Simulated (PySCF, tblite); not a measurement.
# C6H12O2Si2: geometry, infrared bands and NMR shifts

Aim: predict the infrared bands and NMR shifts of C6H12O2Si2 (`C=C(C)[Si@@]1(O[SiH3])OCC1=C`).

Programs: tblite 0.8.0 and PySCF 2.14.0, with density-fitted response routines of our own. Each step states its level of theory. These are calculated values for one molecule in the gas phase, unless marked as measured. Atoms are numbered from 0 throughout.

## (1) The molecule as given

22 atoms, charge 0, multiplicity 1; geometry from: force field or distance geometry start.

Bonds of the start (Å): C0–C1 1.34, C1–C2 1.51, C1–Si3 1.83, Si3–O4 1.70, O4–Si5 1.70, Si3–O6 1.69, O6–C7 1.39, C7–C8 1.49, C8–C9 1.34, C8–Si3 1.84, C0–H10 1.08, C0–H11 1.08, C2–H12 1.11, C2–H13 1.11, C2–H14 1.09, Si5–H15 1.48, Si5–H16 1.47, Si5–H17 1.46, C7–H18 1.10, C7–H19 1.11, C9–H20 1.10, C9–H21 1.08.

## (2) Relaxing the molecule with GFN2-xTB

Job settings and geometry (Å):

```
{"job": {"kind": "relax", "xc": "GFN2-xTB", "basis": "xTB"}, "charge": 0, "multiplicity": 1}
C      2.500900     0.341300     1.007000
C      1.683700    -0.160800     0.070100
C      2.307600    -1.126100    -0.909000
Si    -0.082400     0.298200     0.019600
O     -0.546400     1.704700     0.852100
Si    -1.254800     2.882500    -0.153900
O     -0.886200    -0.087500    -1.413700
C     -1.808200    -1.025300    -0.975700
C     -1.251400    -1.074600     0.400800
C     -1.468600    -1.777400     1.518500
H      3.533300     0.038900     0.993200
H      2.174300     1.033300     1.772200
H      1.835000    -0.852500    -1.876700
H      3.401900    -0.951600    -0.884100
H      2.011700    -2.140700    -0.642800
H     -2.561200     3.212400     0.458800
H     -0.383200     4.068600    -0.175900
H     -1.477200     2.371300    -1.500200
H     -1.765800    -2.012500    -1.459000
H     -2.824700    -0.582600    -0.988100
H     -2.251800    -2.545200     1.464200
H     -0.897000    -1.595000     2.421900
```

Launch:

```bash
$ OMP_NUM_THREADS=1 python probes_run.py task.json out
```

The driver reads the jobs from task.json and runs them one after another.

**Question.** This job is followed by: GFN2-xTB harmonic vibrations, gas phase; GIAO PBE0/pcSseg-1 NMR shielding, non-relativistic, gas phase. Predict these results of the whole session: strongest single infrared mode (GFN2-xTB); zero-point energy (GFN2-xTB); ¹³C shifts against TMS (PBE0/pcSseg-1); ¹H shifts against TMS (PBE0/pcSseg-1, means over atoms taken as alike); ²⁹Si shifts against TMS (PBE0/pcSseg-1); ¹⁷O shifts against H2O (PBE0/pcSseg-1); surface potential, 1st and 99th percentile.

**Answer**, as computed:

```
                                                              quantity                                               value
                             strongest single infrared mode (GFN2-xTB)                               1088 cm⁻¹, 697 km/mol
                                          zero-point energy (GFN2-xTB)                                      101.0 kcal/mol
                                ¹³C shifts against TMS (PBE0/pcSseg-1)          166.6, 149.8, 137.6, 127.6, 73.9, 24.4 ppm
¹H shifts against TMS (PBE0/pcSseg-1, means over atoms taken as alike)  6.13, 5.92, 5.88, 5.81, 5.24, 5.02, 4.98, 1.97 ppm
                               ²⁹Si shifts against TMS (PBE0/pcSseg-1)                                    -28.4, -41.2 ppm
                                ¹⁷O shifts against H2O (PBE0/pcSseg-1)                                      92.3, 52.3 ppm
                                 surface potential, 1st and 99th percentile                                  -1.58 V and 1.10 V
```

In words: The optimisation took 136 steps and gained 1.099 eV; among the close pairs (by a distance rule), Si3–O4 changed most, from 1.699 to 1.616 Å. The lowest mode is slightly imaginary (14i cm⁻¹), a soft motion within the noise of the Hessian, so the minimum is not strictly shown. The strongest single mode, at 1088 cm⁻¹, moves mainly O4. GFN2-xTB is a fitted tight-binding method: band positions and strengths are rough. Its intensities can rank the bands wrongly. At PBE0/pcSseg-1: The widest tensor belongs to C1: span 240 ppm, with a paramagnetic part of -230 ppm. At PBE0/pcSseg-1, counted by nearest atom on the grid, the HOMO lies on C0, C1, C8 about 18 % each; C9 12 %, the LUMO on C8, C9 about 17 % each; C0, C1 about 11 % each.
